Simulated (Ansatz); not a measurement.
# HfO: the cost of one run

Method: def2-QZVPP, core rule «outside noble gas», up to 5 orbitals frozen; program: Ansatz 0.2.0, Gaussian basis.

Plan: UHF; ROHF; CCSD(T) on UHF.

### 1 The system

The geometry is a PBE0/def2-TZVP stationary point (not a proven minimum). No spin-orbit coupling is included. Elements past krypton take def2 core potentials.

2 atoms, charge 1, spin multiplicity 2.

Atoms are counted from 1 here; the program's logs count them from 0.

Bond lengths: Hf1–O2 1.691 Å.

### 2 UHF

in.yaml

```yaml
crystal:
  periodic: [false, false, false]
  atoms:
    - {symbol: Hf, position_ang: [0.000000, 0.000000, 0.000000]}
    - {symbol: O, position_ang: [0.000000, 0.000000, 1.691000]}
basis:
  gaussian: {orbitals: "def2-QZVPP.json"}
total_charge: 1
magnetization: {spin_polarized: true, initial_magnetization: 1}
hamiltonian: {xc: hf}
output: {orbitals: {seedname: orbitals}}
```

Command:

```
$ ansatz run in.yaml --threads 1 --pin off --events-out ev --progress --plain --max-ram 4096MiB --backend cpu
```

What time and memory should one allow on 1 thread of AMD EPYC 7R13, shared host?

About 5.5 s, with a peak of 0.28 GiB.
